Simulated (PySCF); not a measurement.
# C3H8AlSb: the cost of one run

Programs: PySCF 2.14.0, with routines of our own; each step states its level. All values are computed. Atoms count from 0.

### 1 The system as given

13 atoms, charge 0, multiplicity 1; geometry from: GFN2-xTB.

### 2 Relaxing the molecule at PBE0-D3(BJ)/def2-SVP

What the job is given:

```
{"job": {"xc": "PBE0", "basis": "def2-SVP", "d3": "d3bj", "grid": 1, "maxiter": 30, "shake": 0.01, "kind": "geom"}, "charge": 0, "multiplicity": 1}
C     -0.579940     1.985380    -0.205040
C      0.153920     0.921770    -0.042790
C     -0.238980    -0.127410     0.962120
Sb    -0.208890    -1.983650    -0.136550
Al     1.589630    -0.013990    -1.054820
H     -0.353380     2.771850    -0.940540
H     -1.484330     2.194110     0.377120
H     -1.136010     0.081780     1.495350
H      0.585200    -0.237250     1.721430
H     -0.760850    -2.908630     1.225720
H     -1.879430    -1.817390    -0.574810
H      1.563090    -0.253670    -2.574620
H      2.755800    -0.629780    -0.262900
```

On the command line:

```sh
$ OMP_NUM_THREADS=1 python heavy_run.py task.json out
```

One launch serves the whole session: the jobs run in the order shown.

Q: Estimate the wall time and peak memory of this first job on 1 thread of Arm Neoverse V1, shared host.

About 3.2 min, with a peak of 0.51 GiB.
